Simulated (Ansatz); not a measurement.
# C₂H₆AlClSi: a ladder of functionals and wavefunction methods

How much do the methods differ for C₂H₆AlClSi? The plan is to run it at one geometry with functionals of several rungs and with coupled cluster. The yardstick is the atomisation energy at the CCSD(T) limit.

Program: Ansatz 0.2.0, Gaussian basis. Level of theory: functionals in def2-TZVPP, the program's frozen cores in correlated methods. These are calculated values, not measurements.

Levels to be run: PBE-D4, r2SCAN-D4, PBE0-D4, B3LYP-D4, ωB97X-V, ωB97M-V, B2PLYP; CCSD(T)/def2-TZVPP; MP2/def2-QZVPP; extrapolation to the limit.

### Step 1. The geometry

An earlier PBE0-D4/def2-TZVP relaxation fixed the geometry.

SMILES `C=[CH][AlH][SiH2]Cl`, 11 atoms, charge 0, spin multiplicity 1.

Atoms are counted from 1 here; the program's logs count them from 0.

Bond lengths: C1–C2 1.338 Å, C1–H6 1.087 Å, C1–H7 1.089 Å, C2–Al3 1.935 Å, C2–H8 1.091 Å, Al3–Si4 2.466 Å, Al3–H9 1.591 Å, Si4–Cl5 2.081 Å, Si4–H10 1.490 Å, Si4–H11 1.490 Å. Angles: C2–C1–H6 122.1°, C2–C1–H7 122.4°, H6–C1–H7 115.5°, C1–C2–Al3 121.9°, C1–C2–H8 116.7°, Al3–C2–H8 121.4°, C2–Al3–Si4 121.8°, C2–Al3–H9 121.4°, Si4–Al3–H9 116.7°, Al3–Si4–Cl5 113.7°, Al3–Si4–H10 112.1°, Al3–Si4–H11 112.1°, Cl5–Si4–H10 106.0°, Cl5–Si4–H11 106.0°, H10–Si4–H11 106.3°.

### Step 2. PBE-D4 (GGA)

File in.yaml:

```yaml
crystal:
  periodic: [false, false, false]
  atoms:
    - {symbol: C, position_ang: [-1.279929, 1.480873, -0.632365]}
    - {symbol: C, position_ang: [-0.789682, 0.560410, -1.469863]}
    - {symbol: Al, position_ang: [0.418284, -0.827258, -0.870920]}
    - {symbol: Si, position_ang: [1.130828, -1.005118, 1.483523]}
    - {symbol: Cl, position_ang: [0.315975, 0.460533, 2.716606]}
    - {symbol: H, position_ang: [-1.025923, 1.494117, 0.424311]}
    - {symbol: H, position_ang: [-1.959076, 2.266235, -0.960268]}
    - {symbol: H, position_ang: [-1.103174, 0.629919, -2.512203]}
    - {symbol: H, position_ang: [1.001022, -1.911287, -1.878667]}
    - {symbol: H, position_ang: [2.609619, -0.893241, 1.632309]}
    - {symbol: H, position_ang: [0.747256, -2.312284, 2.088237]}
basis:
  gaussian: {orbitals: def2-TZVPP}
hamiltonian: {xc: pbe, dispersion: d4}
output: {forces: true, orbitals: {seedname: orbitals}}
```

Launch:

```
$ ansatz run in.yaml --threads 4 --pin off --events-out ev --progress --plain --max-ram 10444MiB
```

After this run come: r2SCAN-D4 (meta-GGA); PBE0-D4 (hybrid); B3LYP-D4 (hybrid); ωB97X-V (range-separated); ωB97M-V (range-separated); B2PLYP (double hybrid); CCSD(T) in def2-TZVPP; MP2 in def2-QZVPP.

Q: Predict the results of all the runs planned. Wanted: atomisation energy, CCSD(T)/CBS; farthest; mean size of error, hybrid; mean size of error, range-separated; gap, smallest and largest; T1 diagnostic; triples share of the correlation energy.

As calculated:

| quantity | value |
| --- | --- |
| atomisation energy, CCSD(T)/CBS | 3736.7 kJ/mol |
| functionals within 18.7 kJ/mol (0.5 %) | r2SCAN-D4, PBE0-D4, B3LYP-D4, ωB97X-V, ωB97M-V |
| farthest | B2PLYP (-54.7 kJ/mol) |
| mean size of error, hybrid | 8.3 kJ/mol |
| mean size of error, range-separated | 8.5 kJ/mol |
| gap, smallest and largest | 3.36 eV (PBE-D4), 9.46 eV (ωB97X-V) |
| T1 diagnostic | 0.0112 |
| triples share of the correlation energy | 4.1 % |

In words: PBE-D4 misses by +31.2 kJ/mol, or 3.1 kJ/mol for each of 10 bonds. Double hybrids carry the basis error of their MP2 part in triple zeta, and no dispersion term here, so their miss is partly the set-up's. The reference freezes the cores and leaves out relativity and excitations past (T), so misses under about 18.7 kJ/mol can't be ranked. Hartree-Fock recovers 76 % of the binding; the rest is correlation. Orbital gaps span 3.4 to 9.5 eV; exact exchange widens them.
